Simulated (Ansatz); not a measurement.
# C₃H₆GeO: one species, many methods

One table from this session's results is given with a row withheld; the runs are named, their logs left out.

Method: functionals in def2-TZVPP, the program's frozen cores in correlated methods; program: Ansatz 0.2.0, Gaussian basis.

Levels to be run: PBE-D4, r2SCAN-D4, PBE0-D4, B3LYP-D4, ωB97X-V, ωB97M-V, B2PLYP; CCSD(T)/def2-TZVPP; MP2/def2-QZVPP; extrapolation to the limit.

## The geometry

The geometry comes from an earlier relaxation with PBE0-D4 in a triple-zeta def2 set; it is a stationary point, not always the lowest conformer.

11 atoms, charge 0, spin multiplicity 1.

Atoms are counted from 1 here; the program's logs count them from 0.

Bond lengths: C1–C2 1.333 Å, C1–H6 1.089 Å, C1–H7 1.085 Å, C2–Ge3 1.954 Å, C2–C4 1.471 Å, Ge3–H8 1.533 Å, Ge3–H9 1.539 Å, Ge3–H10 1.533 Å, C4–O5 1.205 Å, C4–H11 1.112 Å. Angles: C2–C1–H6 120.8°, C2–C1–H7 122.7°, H6–C1–H7 116.5°, C1–C2–Ge3 124.6°, C1–C2–C4 118.2°, Ge3–C2–C4 117.2°, C2–Ge3–H8 110.1°, C2–Ge3–H9 106.7°, C2–Ge3–H10 110.1°, H8–Ge3–H9 109.9°, H8–Ge3–H10 110.2°, H9–Ge3–H10 109.9°, C2–C4–O5 123.8°, C2–C4–H11 115.2°, O5–C4–H11 121.0°.

Set-up of the first run:

The input, in.yaml:

```yaml
crystal:
  periodic: [false, false, false]
  atoms:
    - {symbol: C, position_ang: [-0.509084, 1.490198, 0.239523]}
    - {symbol: C, position_ang: [-0.193346, 0.250971, -0.137362]}
    - {symbol: Ge, position_ang: [0.964598, -0.954530, 0.875218]}
    - {symbol: C, position_ang: [-0.749455, -0.254642, -1.401768]}
    - {symbol: O, position_ang: [-0.530663, -1.356403, -1.837997]}
    - {symbol: H, position_ang: [-1.161591, 2.110287, -0.373461]}
    - {symbol: H, position_ang: [-0.139810, 1.935348, 1.157159]}
    - {symbol: H, position_ang: [0.191388, -2.216833, 1.273220]}
    - {symbol: H, position_ang: [1.403167, -0.190343, 2.136785]}
    - {symbol: H, position_ang: [2.193817, -1.329437, 0.039656]}
    - {symbol: H, position_ang: [-1.403623, 0.458484, -1.950272]}
basis:
  gaussian: {orbitals: def2-TZVPP}
hamiltonian: {xc: pbe, dispersion: d4}
output: {forces: true, orbitals: {seedname: orbitals}}
```

Run with:

```sh
ansatz run in.yaml --threads 4 --pin off --events-out ev --progress --plain --max-ram 10444MiB
```

Steps of the session up to this table: PBE-D4 (GGA); r2SCAN-D4 (meta-GGA); PBE0-D4 (hybrid); B3LYP-D4 (hybrid); ωB97X-V (range-separated); ωB97M-V (range-separated); B2PLYP (double hybrid); CCSD(T) in def2-TZVPP; MP2 in def2-QZVPP.

One of the session's tables, all rows but one given; the rest of the session is left out.

```
            method  atomisation energy (kJ/mol)
            PBE-D4                       4322.0
         r2SCAN-D4                            ?
           PBE0-D4                       4228.0
          B3LYP-D4                       4211.8
           ωB97X-V                       4223.6
           ωB97M-V                       4212.6
            B2PLYP                       4175.7
     HF/def2-TZVPP                       3028.3
    MP2/def2-TZVPP                       4194.4
   CCSD/def2-TZVPP                       4050.1
CCSD(T)/def2-TZVPP                       4125.6
           MP2/CBS                       4286.9
       CCSD(T)/CBS                       4218.2
```

Estimate the missing values for r2SCAN-D4.

The run gave: atomisation energy (kJ/mol): 4233.6. In the column «atomisation energy (kJ/mol)» it lies between PBE0-D4 (4228.0) and MP2/CBS (4286.9).

Caveats from the session: Free atoms (3 C, 1 Ge, 1 O, 6 H) were run apart at each level; the atomisation energy is their sum less the molecule, without zero-point or spin-orbit terms.
